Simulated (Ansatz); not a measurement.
**triplet SnNH4F: levels of theory compared**

Aim: a comparison of 6 runs (UHF/STO-3G, U-revPBE/def2-SVP, UBHLYP/def2-SVP, UCAM-B3LYP/def2-SVP, UPBE/def2-SVP, RPA@PBE0/def2-SVP) of triplet SnNH4F. 

The results are computed with Ansatz 0.2.0.

59 further runs of the same task are left out: 1 that didn't finish, 58 set aside as unsound or not needed.

## 1. The system as given

The species is SnNH4F (7 atoms), meant as a triplet with charge 0. SMILES of the parent species: `[NH2][SnH2][F]`. The coordinates come from a PBE0-D4/def2-TZVP relaxation. This is one conformer, not always the lowest. That shape belongs to the parent species and isn't relaxed for this state.

Bond lengths: N1–Sn2 1.995 Å, Sn2–F3 1.926 Å, N1–H4 1.008 Å, N1–H5 1.008 Å, Sn2–H6 1.699 Å, Sn2–H7 1.699 Å. Angles: N1–Sn2–F3 105.2°, N1–Sn2–H6 111.6°, N1–Sn2–H7 111.8°, F3–Sn2–H6 103.8°, F3–Sn2–H7 103.8°, Sn2–N1–H4 117.7°, Sn2–N1–H5 117.8°, H6–Sn2–H7 119.0°, H4–N1–H5 110.3°.

## 2. The energy at UHF/STO-3G (run 1)

Input file job.yaml:

```yaml
crystal:
  periodic: [false, false, false]
  atoms:
    - {symbol: "N", position_ang: [-0.824600, 0.088300, -0.943000]}
    - {symbol: Sn, position_ang: [0.497700, -0.065100, 0.542900]}
    - {symbol: F, position_ang: [0.233900, -1.827500, 1.272400]}
    - {symbol: H, position_ang: [-1.584200, 0.741400, -0.829600]}
    - {symbol: H, position_ang: [-0.469500, 0.125500, -1.885700]}
    - {symbol: H, position_ang: [0.113100, 0.971100, 1.833800]}
    - {symbol: H, position_ang: [2.094900, -0.101800, -0.036600]}
basis:
  gaussian: {orbitals: STO-3G}
magnetization: {spin_polarized: true, initial_magnetization: 2}
hamiltonian: {xc: hf}
accuracy: high
output: {orbitals: {seedname: orbitals}}
```

Started as:

```sh
$ ansatz run job.yaml --threads 1 --pin off --max-ram 3480MiB --events-out events.jsonl --progress --plain --runs-dir runs
```

The log of the run:

```text
Warning: RAYON_NUM_THREADS=1 ignored (pool sized by the plan → 1); use --threads N
Functional definition: HF
  name "HF"
  exchange = exact_x
  correlation = 0
795 factors; integrals over basis functions are off by at most 3.9e-9 eV
mean field evaluation 1: about -166451.0554 eV, gradient 1.5e1 eV
mean field evaluation 2: about -166451.3236 eV, gradient 1.5e1 eV
mean field evaluation 4: about -166455.2377 eV, gradient 3.2e0 eV
mean field evaluation 8: about -166455.9863 eV, gradient 3.4e-1 eV
mean field evaluation 16: about -166455.9949 eV, gradient 2.3e-6 eV
mean field evaluation 32: about -166456.3082 eV, gradient 1.3e-2 eV
mean field evaluation 64: about -166449.2189 eV, gradient 5.8e0 eV
mean field evaluation 96: about -166451.3084 eV, gradient 6.9e0 eV
mean field evaluation 128: about -166456.2945 eV, gradient 5.2e-2 eV
mean field evaluation 160: about -166455.1985 eV, gradient 2.0e-1 eV
mean field evaluation 192: about -166456.2781 eV, gradient 1.2e-1 eV
mean field -166456.30822276 eV, -6117.1564990485 hartree, gradient 1.7e-8 eV, S^2 2.005011; 4 other end points of the search recorded, 0 dependent functions left out
reference -166456.30822276 eV, -6117.1564990485 hartree; 36, 34 occupied and 5, 7 virtual orbitals, 795 factors
Total energy: -166456.30822276 eV, -6117.1564990485 hartree
```

Run time: 4.2 s. Hardware: 1 thread of Intel Xeon Platinum 8488C (Sapphire Rapids), shared host; peak memory 0.16 GiB.

## 3. The energy at U-revPBE/def2-SVP (core potential) (run 2)

Input file molecule.yaml:

```yaml
crystal:
  periodic: [false, false, false]
  atoms:
    - {symbol: "N", position_ang: [-0.824600, 0.088300, -0.943000]}
    - {symbol: Sn, position_ang: [0.497700, -0.065100, 0.542900]}
    - {symbol: F, position_ang: [0.233900, -1.827500, 1.272400]}
    - {symbol: H, position_ang: [-1.584200, 0.741400, -0.829600]}
    - {symbol: H, position_ang: [-0.469500, 0.125500, -1.885700]}
    - {symbol: H, position_ang: [0.113100, 0.971100, 1.833800]}
    - {symbol: H, position_ang: [2.094900, -0.101800, -0.036600]}
basis:
  gaussian:
    orbitals: def2-SVP
magnetization:
  spin_polarized: true
  initial_magnetization: 2
hamiltonian:
  xc: {name: revPBE}
accuracy: high
output: {orbitals: {seedname: orbitals}}
```

Started as:

```sh
$ ansatz run molecule.yaml --threads 1 --pin off --max-ram 3480MiB --events-out events.jsonl --progress --plain --runs-dir runs
```

The log of the run:

```text
Warning: RAYON_NUM_THREADS=1 ignored (pool sized by the plan → 1); use --threads N
Functional definition: revPBE
  name "revPBE"
  parameter kappa = 1.245
  parameter beta = 0.06672455060314922
  exchange = pbe_x(kappa = kappa, mu = beta*pi^2/3)
  correlation = pbe_c(beta = beta)
1764 factors; integrals over basis functions are off by at most 2.9e-9 eV
mean field evaluation 1: about -10081.7953 eV, gradient 5.3e1 eV
mean field evaluation 2: about -9991.5208 eV, gradient 1.2e2 eV
mean field evaluation 4: about -10079.5765 eV, gradient 4.8e1 eV
mean field evaluation 8: about -10094.4614 eV, gradient 4.9e0 eV
mean field evaluation 16: about -10094.6543 eV, gradient 1.2e-2 eV
mean field evaluation 32: about -10094.6543 eV, gradient 9.5e-8 eV
mean field evaluation 64: about -10093.5713 eV, gradient 7.5e0 eV
mean field -10094.65430462 eV, -370.9717032925 hartree, gradient 9.5e-8 eV, S^2 2.002489; 8 other end points of the search recorded, 0 dependent functions left out
reference -10094.65430963 eV, -370.9717034765 hartree; 22, 20 occupied and 52, 54 virtual orbitals, 1764 factors
Total energy: -10094.65430963 eV, -370.9717034765 hartree
```

Wall time 11 s (1 thread of Intel Xeon Platinum 8488C (Sapphire Rapids), shared host); peak memory 0.26 GiB.

## 4. A single-point energy at UBHLYP/def2-SVP (core potential) (run 3)

Changes to job.yaml since step 2:

```diff
@@ -11,5 +11,9 @@
 basis:
-  gaussian: {orbitals: STO-3G}
-magnetization: {spin_polarized: true, initial_magnetization: 2}
-hamiltonian: {xc: hf}
+  gaussian:
+    orbitals: def2-SVP
+magnetization:
+  spin_polarized: true
+  initial_magnetization: 2
+hamiltonian:
+  xc: {name: BHLYP}
 accuracy: high
```

Started as:

```sh
$ ansatz run job.yaml --threads 1 --pin off --max-ram 3480MiB --events-out events.jsonl --progress --plain --runs-dir runs
```

The log of the run:

```text
Warning: RAYON_NUM_THREADS=1 ignored (pool sized by the plan → 1); use --threads N
Functional definition: BHLYP
  name "BHLYP"
  parameter a = 0.5
  exchange = (1 - a)*b88_x + a*exact_x
  correlation = lyp_c
1764 factors; integrals over basis functions are off by at most 2.9e-9 eV
mean field evaluation 1: about -10080.4868 eV, gradient 4.3e1 eV
mean field evaluation 2: about -10058.2354 eV, gradient 7.6e1 eV
mean field evaluation 4: about -10086.8665 eV, gradient 2.4e1 eV
mean field evaluation 8: about -10090.6584 eV, gradient 2.7e0 eV
mean field evaluation 16: about -10090.8392 eV, gradient 2.0e-2 eV
mean field evaluation 32: about -10090.8393 eV, gradient 1.7e-5 eV
mean field -10090.83925011 eV, -370.8315026249 hartree, gradient 6.1e-8 eV, S^2 2.005195; 2 other end points of the search recorded, 0 dependent functions left out
reference -10090.83927773 eV, -370.8315036402 hartree; 22, 20 occupied and 52, 54 virtual orbitals, 1764 factors
Total energy: -10090.83927773 eV, -370.8315036402 hartree
```

It took 15 s on 1 thread of Intel Xeon Platinum 8488C (Sapphire Rapids), shared host; peak memory 0.35 GiB.

Runs 4 to 5 aren't shown in full; the table further down has their settings and results.

## 5. A single-point energy at RPA@PBE0/def2-SVP (core potential) (run 6)

Input file input.yaml:

```yaml
crystal:
  periodic: [false, false, false]
  atoms:
    - symbol: N
      position_ang: [-0.824600, 0.088300, -0.943000]
    - symbol: Sn
      position_ang: [0.497700, -0.065100, 0.542900]
    - symbol: F
      position_ang: [0.233900, -1.827500, 1.272400]
    - symbol: H
      position_ang: [-1.584200, 0.741400, -0.829600]
    - symbol: H
      position_ang: [-0.469500, 0.125500, -1.885700]
    - symbol: H
      position_ang: [0.113100, 0.971100, 1.833800]
    - symbol: H
      position_ang: [2.094900, -0.101800, -0.036600]
basis:
  gaussian: {orbitals: def2-SVP}
magnetization: {spin_polarized: true, initial_magnetization: 2}
hamiltonian: {xc: pbe0}
correlation: {method: rpa, frozen_orbitals: {F: 1, H: 0, "N": 1, Sn: 4}}
accuracy: high
```

Started as:

```sh
$ ansatz run input.yaml --threads 1 --pin off --max-ram 3480MiB --events-out events.jsonl --progress --plain --runs-dir runs
```

The log of the run (excerpt; [...] marks lines left out):

```text
Warning: RAYON_NUM_THREADS=1 ignored (pool sized by the plan → 1); use --threads N
Functional definition: PBE0
  name "PBE0"
[...]
1764 factors; integrals over basis functions are off by at most 2.9e-9 eV
[...]
mean field -10090.51429512 eV, -370.8195607493 hartree, gradient 7.8e-8 eV, S^2 2.003512; 4 other end points of the search recorded, 0 dependent functions left out
6 core orbitals not correlated: weight in the atoms' cores, before any rotation towards them, 1.000 or more for the frozen orbitals, at most 0.000 for the correlated occupied ones
reference -10047.23531990 eV, -369.2290877457 hartree; 16, 14 occupied and 52, 54 virtual orbitals, 1764 factors
Total energy: -10065.65082082 eV, -369.9058449220 hartree
```

It took 32 s on 1 thread of Intel Xeon Platinum 8488C (Sapphire Rapids), shared host; peak memory 0.46 GiB.

## 6. All runs side by side

| run | level | core potential | frozen core orbitals | energy (Eh) | HOMO energy (eV) | ⟨S²⟩ | wall time |
| --- | --- | --- | --- | --- | --- | --- | --- |
| 1 | UHF/STO-3G | none | – | -6117.156499 | 0.25 | 2.005 | 4.2 s |
| 2 | U-revPBE/def2-SVP (core potential) | def2-SVP | – | -370.971703 | -1.60 | 2.002 | 11 s |
| 3 | UBHLYP/def2-SVP (core potential) | def2-SVP | – | -370.831504 | -2.99 | 2.005 | 15 s |
| 4 | UCAM-B3LYP/def2-SVP (core potential) | def2-SVP | – | -370.904688 | -3.36 | 2.004 | 14 s |
| 5 | UPBE/def2-SVP (core potential) | def2-SVP | – | -370.807549 | -1.66 | 2.002 | 11 s |
| 6 | RPA@PBE0/def2-SVP (core potential) | def2-SVP | 6 | -369.905845 | – | 2.004 | 32 s |

## 7. Outcome

| quantity | value |
| --- | --- |
| run 6: total energy | -369.90584 Eh |
| run 6: RPA correlation energy (valence) | -676.8 mEh |
| run 6: ⟨S²⟩ of the reference determinant | 2.004 |

**Reading.** Totals of different functionals can't be ranked against each other. Some runs of one species differ in core potentials or relativity; totals across that change don't compare. In run 1 the basis is minimal, so the values are rough. In run 1 relativity is left out where basis or elements ask for it. All runs together took 86 s, the longest 32 s.
